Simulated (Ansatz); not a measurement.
# CH7AlGe: small, medium and large basis sets

The task here is to estimate one member of a computed series from the others.

Computed with Ansatz 0.2.0, Gaussian basis. Level: one geometry, several basis sets.

Levels to be run: PBE0-D4/def2-SVP; ωB97M-V/def2-SVP; PBE0-D4/def2-QZVPP; ωB97M-V/def2-QZVPP; the functionals' def2-TZVPP values are taken from earlier runs.

## Structure used throughout

All runs share one geometry, relaxed beforehand with PBE0-D4 in a triple-zeta def2 set.

10 atoms, charge 0, spin multiplicity 1.

Atoms are counted from 1 here; the program's logs count them from 0.

Bond lengths: C1–Al2 1.951 Å, C1–H4 1.096 Å, C1–H5 1.092 Å, C1–H6 1.095 Å, Al2–Ge3 2.482 Å, Al2–H7 1.592 Å, Ge3–H8 1.544 Å, Ge3–H9 1.543 Å, Ge3–H10 1.544 Å. Angles: Al2–C1–H4 110.3°, Al2–C1–H5 113.2°, Al2–C1–H6 110.8°, H4–C1–H5 108.0°, H4–C1–H6 106.1°, H5–C1–H6 108.2°, C1–Al2–Ge3 120.6°, C1–Al2–H7 121.2°, Ge3–Al2–H7 118.2°, Al2–Ge3–H8 112.0°, Al2–Ge3–H9 114.0°, Al2–Ge3–H10 111.8°, H8–Ge3–H9 106.4°, H8–Ge3–H10 105.7°, H9–Ge3–H10 106.4°.

The first run:

The input, in.yaml:

```yaml
crystal:
  periodic: [false, false, false]
  atoms:
    - {symbol: C, position_ang: [-1.285148, 1.207292, -0.791805]}
    - {symbol: Al, position_ang: [0.240946, -0.005816, -0.871579]}
    - {symbol: Ge, position_ang: [1.072503, -1.123760, 1.182053]}
    - {symbol: H, position_ang: [-1.058684, 2.061221, -0.143667]}
    - {symbol: H, position_ang: [-1.577505, 1.594729, -1.770100]}
    - {symbol: H, position_ang: [-2.153775, 0.711058, -0.346352]}
    - {symbol: H, position_ang: [0.989119, -0.300497, -2.245209]}
    - {symbol: H, position_ang: [1.036756, -2.662364, 1.057760]}
    - {symbol: H, position_ang: [0.274594, -0.771372, 2.454489]}
    - {symbol: H, position_ang: [2.544295, -0.761691, 1.477412]}
basis:
  gaussian: {orbitals: def2-SVP}
hamiltonian: {xc: pbe0, dispersion: d4}
output: {orbitals: {seedname: orbitals}}
```

Among the steps run: PBE0-D4 in def2-SVP; ωB97M-V in def2-SVP; PBE0-D4 in def2-QZVPP; ωB97M-V in def2-QZVPP.

One table of the session follows, with a row left open; its other results are not shown here.

It belongs to the step «Functionals by basis». 

| functional | basis | HOMO (eV) | LUMO (eV) |
| --- | --- | --- | --- |
| PBE0-D4 | def2-SVP | -7.34 | -1.66 |
| PBE0-D4 | def2-TZVPP | ? | ? |
| PBE0-D4 | def2-QZVPP | -7.35 | -1.69 |
| ωB97M-V | def2-SVP | -9.32 | 0.02 |
| ωB97M-V | def2-TZVPP | -9.36 | -0.07 |
| ωB97M-V | def2-QZVPP | -9.36 | -0.17 |

Q: Estimate the row for PBE0-D4, def2-TZVPP from the others.

As computed: HOMO (eV): -7.34; LUMO (eV): -1.68.
